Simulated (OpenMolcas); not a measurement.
# One shape, several levels: CHFGaN (SMILES N#[C][GaH][F])

Aim: a comparison of 6 runs (BHLYP/cc-pVDZ, BLYP/cc-pVDZ, M06-2X/cc-pVDZ, M06-L/cc-pVDZ, TPSS/cc-pVDZ, B3LYP/6-31G*) of CHFGaN. 

Program for the calculation: OpenMolcas 26.06.

1 further run of the same task is left out (set aside as unsound or not needed).

## Step 1: The molecule

CHFGaN has 5 atoms, charge 0, and is taken as a singlet. As SMILES, `N#[C][GaH][F]`. One bond was lengthened or shortened from a relaxed shape.

Bond lengths: N1–C2 1.152 Å, C2–Ga3 1.931 Å, Ga3–F4 1.741 Å, Ga3–H5 1.770 Å. Angles: N1–C2–Ga3 177.5°, C2–Ga3–F4 112.3°, C2–Ga3–H5 127.5°, F4–Ga3–H5 120.2°.

## Step 2: The energy at BHLYP/cc-pVDZ (run 1)

Input file test.input:

```
&GATEWAY
  BasLib=$CurrDir
  BasisSet
  N.cc-pVDZ....
  N1 1.148155 -1.876790 1.293019 angstrom
  End of Basis
  BasisSet
  C.cc-pVDZ....
  C2 0.575155 -1.084290 0.683319 angstrom
  End of Basis
  BasisSet
  Ga.cc-pVDZ....
  Ga3 -0.325545 0.299410 -0.318481 angstrom
  End of Basis
  BasisSet
  F.cc-pVDZ....
  F4 -1.790545 -0.273090 -1.065581 angstrom
  End of Basis
  BasisSet
  H.cc-pVDZ....
  H5 0.179200 1.982700 -0.525600 angstrom
  End of Basis

&SEWARD
  GridInput
  Grid=UltraFine
  End of Grid

&SCF
  KSDFT=HYB_GGA_XC_BHANDHLYP
  Thresholds=1e-10 1e-07 1e-07 1e-05
  PrOrbitals=1 2
```

The basis set cc-pVDZ is read from a file made from the Basis Set Exchange's data (not shown).

Started as:

```bash
$ export MOLCAS_MEM=1860
$ pymolcas test.input > test.log
```

The program printed:

```text
--- Start Module: gateway ---
[...]
--- Stop Module: gateway /rc=_RC_ALL_IS_WELL_ ---
--- Start Module: seward ---
[...]
      Basis functions           74
--- Stop Module: seward /rc=_RC_ALL_IS_WELL_ ---
[...]
--- Start Module: scf ---
[...]
       Convergence after  14 Iterations
[...]
::    Total KS-DFT energy                           -2118.0242830528
[...]
      Total spin, S                                     0.0000000000
[...]
      Total electronic charge=   54.000000
      Total            charge=   -0.000000
[...]
      Dipole Moment (debye):
      Origin of the operator (angstrom)=   -0.2897   -0.1901   -0.1429
                   X=  2.6849E-01               Y=  2.8782E+00               Z= -7.2954E-01           Total=  2.9813E+00
      Quadrupole Moment (debye*angstrom):
[...]
--- Stop Module: scf /rc=_RC_ALL_IS_WELL_ ---
[...]
```

Wall time 13 s (1 thread of Intel Xeon Platinum 8375C at 2.90GHz (Ice Lake), shared host); peak memory 0.43 GiB.

## Step 3: The energy at BLYP/cc-pVDZ (run 2)

Input file mol.inp:

```
* CHFGaN Kohn-Sham DFT

&GATEWAY
  BasLib
  $CurrDir
  BasisSet
  N.cc-pVDZ....
  N1 1.148155 -1.876790 1.293019 angstrom
  End of Basis
  BasisSet
  C.cc-pVDZ....
  C2 0.575155 -1.084290 0.683319 angstrom
  End of Basis
  BasisSet
  Ga.cc-pVDZ....
  Ga3 -0.325545 0.299410 -0.318481 angstrom
  End of Basis
  BasisSet
  F.cc-pVDZ....
  F4 -1.790545 -0.273090 -1.065581 angstrom
  End of Basis
  BasisSet
  H.cc-pVDZ....
  H5 0.179200 1.982700 -0.525600 angstrom
  End of Basis

&SEWARD
  GridInput
  Grid=UltraFine
  End of Grid

&SCF
  KSDFT
  BLYP
  Thresholds
  1e-10 1e-07 1e-07 1e-05
  PrOrbitals
  1 2
```

The basis set cc-pVDZ is read from a file made from the Basis Set Exchange's data (not shown).

Started as:

```bash
$ export MOLCAS_MEM=1860
$ pymolcas mol.inp > mol.log
```

The program printed:

```text
--- Start Module: gateway ---
[...]
--- Stop Module: gateway /rc=_RC_ALL_IS_WELL_ ---
--- Start Module: seward ---
[...]
      Basis functions           74
--- Stop Module: seward /rc=_RC_ALL_IS_WELL_ ---
[...]
--- Start Module: scf ---
[...]
       Convergence after  17 Iterations
[...]
::    Total KS-DFT energy                           -2118.1798071869
[...]
      Total spin, S                                     0.0000000000
[...]
      Total electronic charge=   54.000000
      Total            charge=   -0.000000
[...]
      Dipole Moment (debye):
      Origin of the operator (angstrom)=   -0.2897   -0.1901   -0.1429
                   X=  5.1947E-02               Y=  2.5219E+00               Z= -7.5510E-01           Total=  2.6330E+00
      Quadrupole Moment (debye*angstrom):
[...]
--- Stop Module: scf /rc=_RC_ALL_IS_WELL_ ---
[...]
```

It took 16 s on 1 thread of Intel Xeon Platinum 8375C at 2.90GHz (Ice Lake), shared host; peak memory 0.43 GiB.

Runs 3 to 5 aren't shown in full; the table further down has their settings and results.

## Step 4: A single-point energy at B3LYP/6-31G(d) (Cartesian functions) (run 6)

Input file test.inp:

```
* CHFGaN Kohn-Sham DFT
>>> EXPORT MOLCAS_PRINT=2
&GATEWAY
BasLib = $CurrDir
Coord
5
angstrom
N        1.148155      -1.876790       1.293019
C        0.575155      -1.084290       0.683319
Ga      -0.325545       0.299410      -0.318481
F       -1.790545      -0.273090      -1.065581
H        0.179200       1.982700      -0.525600
Basis = 6-31Gs
Group = NoSym
&SEWARD
GridInput
Grid=UltraFine
End of Grid
&SCF
KSDFT = B3LYP
Thresholds = 1e-10 1e-07 1e-07 1e-05
PrOrbitals = 1 1
```

The basis set 6-31G* is read from a file made from the Basis Set Exchange's data (not shown).

Started as:

```bash
$ export MOLCAS_MEM=1860
$ pymolcas test.inp > test.log
```

The program printed:

```text
--- Start Module: gateway ---
[...]
--- Stop Module: gateway /rc=_RC_ALL_IS_WELL_ ---
--- Start Module: seward ---
[...]
      Basis functions           82
--- Stop Module: seward /rc=_RC_ALL_IS_WELL_ ---
[...]
--- Start Module: scf ---
[...]
       Convergence after  16 Iterations
[...]
::    Total KS-DFT energy                           -2117.9349691620
[...]
      Total spin, S                                     0.0000000000
[...]
      Total electronic charge=   54.000000
      Total            charge=   -0.000000
[...]
      Dipole Moment (debye):
      Origin of the operator (angstrom)=   -0.2897   -0.1901   -0.1429
                   X=  4.2330E-02               Y=  2.7054E+00               Z= -8.1849E-01           Total=  2.8268E+00
      Quadrupole Moment (debye*angstrom):
[...]
--- Stop Module: scf /rc=_RC_ALL_IS_WELL_ ---
[...]
```

It took 15 s on 1 thread of Intel Xeon Platinum 8375C at 2.90GHz (Ice Lake), shared host; peak memory 0.46 GiB.

## Step 5: The series

```csv
run,level,Cartesian functions,energy (Eh),dipole moment (D),HOMO energy (eV),LUMO energy (eV),wall time
1,BHLYP/cc-pVDZ,no,-2118.024283,2.98,-11.07,-1.71,13 s
2,BLYP/cc-pVDZ,no,-2118.179807,2.63,-8.08,-3.14,16 s
3,M06-2X/cc-pVDZ,no,-2118.081691,2.83,-11.00,-1.89,17 s
4,M06-L/cc-pVDZ,no,-2118.067649,2.83,-8.53,-2.99,20 s
5,TPSS/cc-pVDZ,no,-2118.156941,2.64,-8.38,-3.09,24 s
6,B3LYP/6-31G* (Cartesian functions),yes,-2117.934969,2.83,-9.48,-2.69,15 s
```

## Step 6: What came out

| quantity | value |
| --- | --- |
| run 6: total energy | -2117.93497 Eh |
| run 6: dipole moment | 2.83 D |
| run 6: HOMO energy | -9.48 eV |
| run 6: LUMO energy | -2.69 eV |
| run 6: HOMO–LUMO gap | 6.79 eV |

**Reading.** The dipole moment (its size) runs from 2.63 D (BLYP/cc-pVDZ) to 2.98 D (BHLYP/cc-pVDZ). The HOMO–LUMO gap runs from 4.94 eV (BLYP/cc-pVDZ) to 9.36 eV (BHLYP/cc-pVDZ). Totals of different functionals can't be ranked against each other. All runs together took 1.7 min, the longest 24 s.
